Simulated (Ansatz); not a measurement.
# TiAu: squeezing one contact

The task here is to estimate one member of a computed series from the others.

Computed with Ansatz 0.2.0 (DFT PBEsol, with the methods named in each step, unless a step's input says otherwise).

2 further runs of the same task are left out: 2 that didn't finish. Runs told in other sessions of the task aren't counted.

## Starting point

Symmetry: Pm-3m, No. 221, cubic system. Conventional cell: a = 3.279 Å, b = 3.279 Å, c = 3.279 Å, α = 90.00°, β = 90.00°, γ = 90.00°. Ti (site symmetry m-3m) has 8 Au at 2.84 Å in its first shell of neighbours. Au (site symmetry m-3m) is surrounded by 8 Ti at 2.84 Å.

Structure file:

```cif
data_structure
_symmetry_space_group_name_H-M 'Pm-3m'
_symmetry_Int_Tables_number 221
_cell_length_a 3.2789
_cell_length_b 3.2789
_cell_length_c 3.2789
_cell_angle_alpha 90.000
_cell_angle_beta 90.000
_cell_angle_gamma 90.000
_cell_volume 35.25
loop_
_atom_site_label
_atom_site_type_symbol
_atom_site_symmetry_multiplicity
_atom_site_Wyckoff_symbol
_atom_site_fract_x
_atom_site_fract_y
_atom_site_fract_z
_atom_site_occupancy
Ti1 Ti 1 b 0.50000 0.50000 0.50000 1
Au1 Au 1 a 0.00000 0.00000 0.00000 1
```

The file gives the conventional cell by its symmetry; the runs use the cell typed in the input.

Atoms are numbered in the order of the input: Ti1, Au2.

The first run:

input.yaml

```yaml
crystal:
  lattice:
    - [3.278944, 0.0, 0.0]
    - [0.0, 3.278944, 0.0]
    - [0.0, 0.0, 3.278944]
  atoms:
    - { symbol: Ti, position: [0.5, 0.5, 0.5], spin: 1.0 }
    - { symbol: Au, position: [0.0, 0.0, 0.0] }
magnetization:
  spin_polarized: true
kpoints:
  mp_grid: { grid: [9, 9, 9] }
scf:
  occupations: { method: fermi_dirac, width: 0.05 }
hamiltonian:
  xc: pbesol
  pseudopotentials: { kind: paw }
output:
  forces: true
  stress: true
  eigenvalues: true
  populations: true
```

Launch:

```
$ ansatz run input.yaml --threads 1 --pin off --max-ram 2048MiB --backend cpu --events-out ev --progress --plain --runs-dir out
```

Among the steps run: Shortest bond scaled by 1, PAW; Shortest bond scaled by 0.94, PAW; Shortest bond scaled by 0.88, PAW; Shortest bond scaled by 0.76, PAW; Shortest bond scaled by 0.58, PAW; Shortest bond scaled by 0.58, PAW (source ansatz).

One table of the session follows, with a row left open; its other results are not shown here.

```
             method  length (Å)  F from the given length (eV/cell)  force along the bond (eV/Å)  pressure (GPa)  largest force (eV/Å)  moment Ti1 (μB)
                PAW       1.647                             10.319                       41.764          108.35                41.764             0.00
                PAW       2.158                              1.100                        5.391           13.77                 5.391             0.00
                PAW       2.499                                  ?                            ?               ?                     ?                ?
                PAW       2.669                              0.028                        0.357           -5.85                 0.357             0.57
                PAW       2.840                              0.000                        0.000           -7.06                 0.000             0.54
PAW (source ansatz)       1.647                                  –                       42.684          110.96                42.684             0.00
```

**Question.** Estimate the row for PAW, 2.499.

**Answer.** F from the given length (eV/cell): 0.143; force along the bond (eV/Å): 1.092; pressure (GPa): -2.52; largest force (eV/Å): 1.092; moment Ti1 (μB): 0.57.

To keep in mind: Warnings in the runs' records: seeded moment not kept.
